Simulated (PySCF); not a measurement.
# HgC: from the state search to spectroscopic constants

An exercise on one series of results from a longer session: the logs are not shown, and one member is left open.

Program: PySCF 2.14.0. Level of theory: Hg x2c-TZVPPall, C x2c-TZVPPall, spin-free X2C with a Gaussian nucleus. These are calculated values, not measurements.

The first run:

Settings of the job:

```
atoms                         : Hg, C
charge                        : 0
basis                         : Hg x2c-TZVPPall, C x2c-TZVPPall
Hamiltonian                   : spin-free X2C with a Gaussian nucleus
basis functions               : 128
electrons treated             : 86
masses in u                   : 201.9706, 12.0000
levels                        : PBE0, PBE, r²SCAN, M06-L, TPSSh, MN15, LDA, LC-ωPBE, HF, MP2, SCS-MP2
grid                          : 80 radial by 434 angular points
occupations                   : held fixed by the projection of orbital angular momentum
dissociation limit            : Hg + C, each in its ground configuration
starting distance in angstrom : 2.085
values of 2S to try           : 0, 2
```

The run is started by

```bash
> OMP_NUM_THREADS=2 python dia.py task.json out
```

Among the steps run: Set-up; The PBE0 curve of the state that the search chose; Higher solutions at PBE0; PBE; r²SCAN (meta-GGA); M06-L (meta-GGA); TPSSh (hybrid meta-GGA); MN15 (hybrid meta-GGA); LDA; LC-ωPBE; ROHF.

One table of the session follows, with a row left open; its other results are not shown here.

```
       level  Re (Å)  ωe (cm⁻¹)  De (eV)  μ (D)
    ROHF-MP2   2.092        384     0.59    n/a
ROHF-SCS-MP2   2.155        318    0.378    n/a
         LDA       ?          ?        ?      ?
         PBE   2.089        441     1.13  -2.50
      r²SCAN   2.089        441     1.06  -2.46
       M06-L   2.117        408     0.94  -2.57
       TPSSh   2.128        405     0.91  -2.57
        PBE0   2.130        397     0.83  -2.59
        MN15   2.162        329     0.67  -2.20
     LC-ωPBE   2.113        419     0.69  -2.73
```

Q: Estimate the row for LDA from the others.

**Answer.** Re (Å): 2.023; ωe (cm⁻¹): 505; De (eV): 1.60; μ (D): -2.38. In the column «Re (Å)» it is the lowest.

De is counted to Hg + C in their ground configurations.
